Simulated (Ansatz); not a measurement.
## Cr, space group Im-3m: a comparison of functionals at one structure

Run with Ansatz's Python interface.

The script, `run_xc.py`:
```python
from dataclasses import dataclass

import ansatz as az


@dataclass(frozen=True)
class Options:
    kgrid: tuple[int, ...] = (11, 11, 11)
    occupations: str = "Fermi-Dirac"
    width_ev: float = 0.15


cfg = Options()

cell = (
    az.Lattice.of([2.968899, 0.0, 0.0], [0.0, 2.968899, 0.0], [0.0, 0.0, 2.968899])
    .atom("Cr", [0.0, 0.0, 0.0])
    .atom("Cr", [0.5, 0.5, 0.5])
    .moments(Cr=3)
)

setup = (
    cell.calculation()
    .kpoints(*cfg.kgrid)
    .basis(16 * az.Ha)
    .spin(az.SpinTreatment.COLLINEAR)
    .occupations(cfg.occupations, width=cfg.width_ev)
    .stress()
)

rows = []
for value in ["r2scan", "rpbe", "blyp", "lda", "pbesol"]:
    r = setup.functional(value).run(threads=1, backend="cpu").report
    rows.append((value, r["free_energy_ev"] / len(r["lattice"]["sites"]), r["n_iterations"], sum(r["stress_gpa"][i][i] for i in range(3)) / 3, r["magnetization_mub"], r["n_kpoints"]))

print("  functional   F/atom (eV)    iterations       P (GPa)  moment (muB)      k-points")
for row in rows:
    print(f"{str(row[0]):>12s}  {row[1]:12.5f}  {row[2]:12d}  {row[3]:12.3f}  {row[4]:12.3f}  {row[5]:12d}")
```

Running `python run_xc.py` prints:
```text
DeckWarning: basis.ecutwfc = 435.382179935808 eV is below the records' recommended 500 eV, and the density's cutoff is lower with it unless basis.ecutrho_ratio is high enough to keep the records' density cutoff: compare with a run at a higher cutoff
RunWarning: the starting moments were not kept: 1 of 2 ended reversed and 1 kept their direction, counting a site from 0.1 of the cell's largest site moment. The largest reversed, site 1 (counted [...]
  functional   F/atom (eV)    iterations       P (GPa)  moment (muB)      k-points
      r2scan   -3382.71702             2        -0.764        -0.000            56
        rpbe   -3382.25548             2        -7.459         0.000            56
        blyp   -3384.58552             2        -9.006        -0.000            56
         lda   -3322.79721             2       -33.202        -0.000            56
      pbesol   -3349.04578             2       -22.858         0.000            56
```
(Warnings from the package without file and line, shortened, repeats left out.)

What to keep in mind:
- The cutoff lies under the one recommended for these potentials in some of the runs.
- The SCF didn't keep the moments it started from (some shrank, vanished or turned); what is printed is the state reached.
- Under the recommended cutoff a pressure can be off by several GPa, even in sign.
- BLYP can be off by several per cent in the lattices of metals, and by several GPa in the pressure at a fixed cell.
- The overall sign of a collinear moment is arbitrary, and semilocal functionals can give small moments to compounds that are paramagnetic.
- A Fermi-Dirac width this large means warm electrons, whose thermal share enters the free energy.
- Pressure is positive in compression.
- r2SCAN tends to overestimate the moments of itinerant magnets.
- Total energies of different functionals can't be compared; pressures, moments and gaps at this one structure can.
- Run time: 3.6 min on 1 thread of Arm Neoverse V1 (shared host), peak memory 0.55 GiB.
